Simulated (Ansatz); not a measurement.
# C₆H₁₂O: up Jacob's ladder to CCSD(T)

One table from this session's results is given with a row withheld; the runs are named, their logs left out.

The runs use Ansatz 0.2.0, Gaussian basis; functionals in def2-TZVPP, the program's frozen cores in correlated methods.

The runs, in order: LDA (SPW92), PBE-D4, revPBE-D4, BLYP-D4, r2SCAN-D4, B97M-V, PBE0-D4, B3LYP-D4, r2SCANh-D4, r2SCAN0-D4, HSE06-D4, BHLYP-D4, CAM-B3LYP-D4, LC-ωPBE, ωB97X-V, ωB97M-V, B2PLYP, PBE-QIDH; CCSD(T)/def2-SVP; CCSD(T)/def2-TZVPP; MP2/def2-QZVPP; extrapolation to the limit; RPA on PBE.

## The geometry

An earlier PBE0-D4 in a triple-zeta def2 set relaxation fixed the geometry.

SMILES `CCCCCC=O`, 19 atoms, charge 0, spin multiplicity 1.

Atoms are counted from 1 here; the program's logs count them from 0.

Bond lengths: C1–C2 1.519 Å, C1–H8 1.094 Å, C1–H9 1.094 Å, C1–H10 1.092 Å, C2–C3 1.519 Å, C2–H11 1.096 Å, C2–H12 1.096 Å, C3–C4 1.520 Å, C3–H13 1.097 Å, C3–H14 1.097 Å, C4–C5 1.525 Å, C4–H15 1.097 Å, C4–H16 1.094 Å, C5–C6 1.499 Å, C5–H17 1.093 Å, C5–H18 1.098 Å, C6–O7 1.200 Å, C6–H19 1.115 Å. Angles: C2–C1–H8 111.1°, C2–C1–H9 111.1°, C2–C1–H10 111.6°, H8–C1–H9 107.5°, H8–C1–H10 107.7°, H9–C1–H10 107.7°, C1–C2–C3 113.0°, C1–C2–H11 109.7°, C1–C2–H12 109.7°, C3–C2–H11 109.2°, C3–C2–H12 109.1°, H11–C2–H12 106.0°, C2–C3–C4 113.2°, C2–C3–H13 109.3°, C2–C3–H14 109.5°, C4–C3–H13 109.7°, C4–C3–H14 109.2°, H13–C3–H14 105.7° and more.

The first run:

Input file in.yaml:

```yaml
crystal:
  periodic: [false, false, false]
  atoms:
    - {symbol: C, position_ang: [2.693313, -0.783981, -0.455335]}
    - {symbol: C, position_ang: [1.209625, -1.070079, -0.606590]}
    - {symbol: C, position_ang: [0.336337, -0.095328, 0.165010]}
    - {symbol: C, position_ang: [-1.149724, -0.380176, 0.020794]}
    - {symbol: C, position_ang: [-2.023652, 0.595291, 0.803006]}
    - {symbol: C, position_ang: [-1.940129, 1.985997, 0.250580]}
    - {symbol: O, position_ang: [-1.727262, 2.977824, 0.891317]}
    - {symbol: H, position_ang: [2.939593, 0.218745, -0.815401]}
    - {symbol: H, position_ang: [3.000346, -0.840827, 0.592671]}
    - {symbol: H, position_ang: [3.299291, -1.497336, -1.018228]}
    - {symbol: H, position_ang: [0.934229, -1.038644, -1.667229]}
    - {symbol: H, position_ang: [0.994172, -2.090692, -0.269149]}
    - {symbol: H, position_ang: [0.551938, 0.927313, -0.169641]}
    - {symbol: H, position_ang: [0.607923, -0.122471, 1.227447]}
    - {symbol: H, position_ang: [-1.428618, -0.347082, -1.039785]}
    - {symbol: H, position_ang: [-1.363531, -1.399577, 0.356747]}
    - {symbol: H, position_ang: [-1.761438, 0.620026, 1.863343]}
    - {symbol: H, position_ang: [-3.074913, 0.288816, 0.722137]}
    - {symbol: H, position_ang: [-2.097503, 2.052180, -0.851704]}
basis:
  gaussian: {orbitals: def2-TZVPP}
hamiltonian: {xc: lda}
output: {orbitals: {seedname: orbitals}}
```

Command:

```
ansatz run in.yaml --threads 2 --pin off --events-out ev --progress --plain --max-ram 20480MiB --backend cuda --devices 0, --max-vram 18GiB
```

Among the steps run: LDA; PBE-D4 (GGA); revPBE-D4 (GGA); BLYP-D4 (GGA); r2SCAN-D4 (meta-GGA); B97M-V (meta-GGA); B3LYP-D4 (hybrid); r2SCANh-D4 (hybrid); r2SCAN0-D4 (hybrid); HSE06-D4 (hybrid); BHLYP-D4 (hybrid); CAM-B3LYP-D4 (range-separated); LC-ωPBE (range-separated); ωB97X-V (range-separated); ωB97M-V (range-separated); B2PLYP (double hybrid); PBE-QIDH (double hybrid).

One of the session's tables, all rows but one given; the rest of the session is left out.

It belongs to the step «Orbital energies across the functionals». 

| functional | HOMO (eV) | gap (eV) |
| --- | --- | --- |
| LDA (SPW92) | -5.87 | 3.75 |
| PBE-D4 | -5.73 | 3.90 |
| revPBE-D4 | -5.67 | 3.94 |
| BLYP-D4 | -5.67 | 3.96 |
| r2SCAN-D4 | -6.03 | 4.45 |
| B97M-V | -6.22 | 4.73 |
| PBE0-D4 | -7.32 | 6.69 |
| B3LYP-D4 | -7.10 | 6.19 |
| r2SCANh-D4 | ? | ? |
| r2SCAN0-D4 | -7.54 | 7.05 |
| HSE06-D4 | -6.91 | 5.89 |
| BHLYP-D4 | -8.89 | 9.53 |
| CAM-B3LYP-D4 | -8.80 | 9.39 |
| LC-ωPBE | -10.08 | 11.97 |
| ωB97X-V | -9.79 | 11.56 |
| ωB97M-V | -9.73 | 11.39 |

**Question.** Estimate the row for r2SCANh-D4.

Worked estimate for «HOMO (eV)». Against the share of exact exchange, r2SCAN-D4 (0, -6.03), r2SCAN0-D4 (0.25, -7.54) give a slope of -6.04 per unit share; at 0.1 the line stands at -6.63.

**Answer.** HOMO (eV): -6.63; gap (eV): 5.49. In «HOMO (eV)» the line misses by 0.00.
